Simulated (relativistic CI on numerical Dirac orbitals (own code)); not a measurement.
**Zr VI (Zr⁵⁺): levels and lines**

Aim: the low levels of Zr⁵⁺, their labels and the strongest lines; further runs change one setting each.

Method: Dirac-Coulomb-Breit CI, KLI orbitals optimised for each configuration, model QED (radiative potential, 1s self-energy scaled to tabulated hydrogen-like ionisation energies), valence Slater integrals scaled by 0.85, P86 correlation energy added to each configuration. Code: relativistic CI on numerical Dirac orbitals (own code) version 4.

### 1 The system

```
ion                       : Zr⁵⁺ (Zr VI)
nuclear charge            : 40
electrons                 : 35
isotope                   : A = 90
first configuration typed : [Ar] 3d10 4s2 4p5
```

Outer shells as boxes (Hund's rule):

first configuration typed
```
[Ar] core
3d [↑↓][↑↓][↑↓][↑↓][↑↓]
4s [↑↓]
4p [↑↓][↑↓][↑ ]
```

### 2 The main run

Settings, as recorded:

```ini
atom Zr  Z=40  charge=5  electrons=35
nucleus A=90  rms_radius_fm=4.2694
hamiltonian dirac-coulomb  breit=on  qed=on  c_scale=1
orbitals kli  potential=per-configuration
slater_scale 0.85
correlation p86
mixing on
configurations
  [Ar] 3d10 4s2 4p5
  [Ar] 3d10 4s 4p6
  [Ar] 3d10 4s2 4p4 4d
  [Ar] 3d10 4s 4p5 4d
  [Ar] 3d10 4s2 4p4 4f
  [Ar] 3d10 4s2 4p4 5s
  [Ar] 3d10 4s 4p5 4f
  [Ar] 3d10 4s2 4p4 5p
  [Ar] 3d10 4s2 4p4 5d
  [Ar] 3d10 4s2 4p4 6s
  [Ar] 3d10 4p6 4d
  [Ar] 3d10 4s2 4p4 6p
  [Ar] 3d10 4s 4p4 4d2
  [Ar] 3d10 4p5 4d2
  [Ar] 3d10 4p4 4d3
  [Ar] 3d10 4p4 4d2 4f
  [Ar] 3d10 4p4 4d2 5s
end
```

Run with:

```
$ python run_levels.py task.json out
```

One command runs all members of the session, one after another, from task.json.

### 4 No correlation estimate

Changes to the settings of step 2:

```diff
@@ -5,3 +5,3 @@
 slater_scale 0.85
-correlation p86
+correlation none
 mixing on
```

### 5 Correlation estimate lda-sx

Changes to the settings of step 4:

```diff
@@ -5,3 +5,3 @@
 slater_scale 0.85
-correlation none
+correlation lda-sx
 mixing on
```

### 6 Without the Breit term

Changes to the settings of step 5:

```diff
@@ -2,6 +2,6 @@
 nucleus A=90  rms_radius_fm=4.2694
-hamiltonian dirac-coulomb  breit=on  qed=on  c_scale=1
+hamiltonian dirac-coulomb  breit=off  qed=on  c_scale=1
 orbitals kli  potential=per-configuration
 slater_scale 0.85
-correlation lda-sx
+correlation p86
 mixing on
```

### 7 The first 3 configurations alone

Settings, as recorded:

```ini
atom Zr  Z=40  charge=5  electrons=35
nucleus A=90  rms_radius_fm=4.2694
hamiltonian dirac-coulomb  breit=on  qed=on  c_scale=1
orbitals kli  potential=per-configuration
slater_scale 0.85
correlation p86
mixing on
configurations
  [Ar] 3d10 4s2 4p5
  [Ar] 3d10 4s 4p6
  [Ar] 3d10 4s2 4p4 4d
end
```

(Steps that only read results are left out.)

Q: Predict the outcome of this session. Wanted: lowest level; first excitation; lowest level of the other parity; fastest E1 line; ionisation energy; mean error of paired levels.

**Answer**, as computed:

| run | time | mean size of shift, levels followed (cm⁻¹) | lowest level | ionisation energy (eV) | mean error to measured (cm⁻¹) |
| --- | --- | --- | --- | --- | --- |
| main run | 1.7 s | 0 | 4p5 2P°3/2 | 96.545 | 5615 |
| no correlation estimate | 1.7 s | 1501 | 4p5 2P°3/2 | 95.124 | 2298 |
| correlation estimate lda-sx | 1.7 s | 118 | 4p5 2P°3/2 | 96.882 | 6455 |
| without the Breit term | 1.5 s | 381 | 4p5 2P°3/2 | 96.582 | 5691 |
| the first 3 configurations alone | 0.12 s | 2561 | 4p5 2P°3/2 | - | - |

The semi-empirical ionisation energy (NIST) is 96.38 eV.

```
                                                                         quantity                              value
                                                                     lowest level                         4p5 2P°3/2
                                                                 first excitation           4p5 2P°1/2, 15524.4 cm⁻¹
                                                 lowest level of the other parity          4s 4p6 2S1/2, 189628 cm⁻¹
                                                              levels in the model                               2064
fastest E1 line (by rate) to the lowest level among the lowest 200 of 2064 levels  28.96 nm, from 4p4 4d 2D5/2 (iii)
                                                                ionisation energy                          96.545 eV
                                         ionisation energy, semi-empirical (NIST)                           96.38 eV
                                                      mean error of paired levels                  5615 cm⁻¹ over 44
```

**Reading.** The lowest level is 4p5 2P°3/2, 99 % pure in LS and 99 % in jj coupling; over the low levels the means are 77 and 65 %, so LS coupling describes them better. Against the semi-empirical ionisation energy the result lies 0.17 % high. Of the changes tried, the run «the first 3 configurations alone» moves the low levels most, by 2561 cm⁻¹ on average. The run «no correlation estimate» comes nearer the measured levels than the main run (2298 against 5615 cm⁻¹). The scale of 0.85 was itself chosen against such measured levels. Lifetimes count radiative decay inside the model alone.
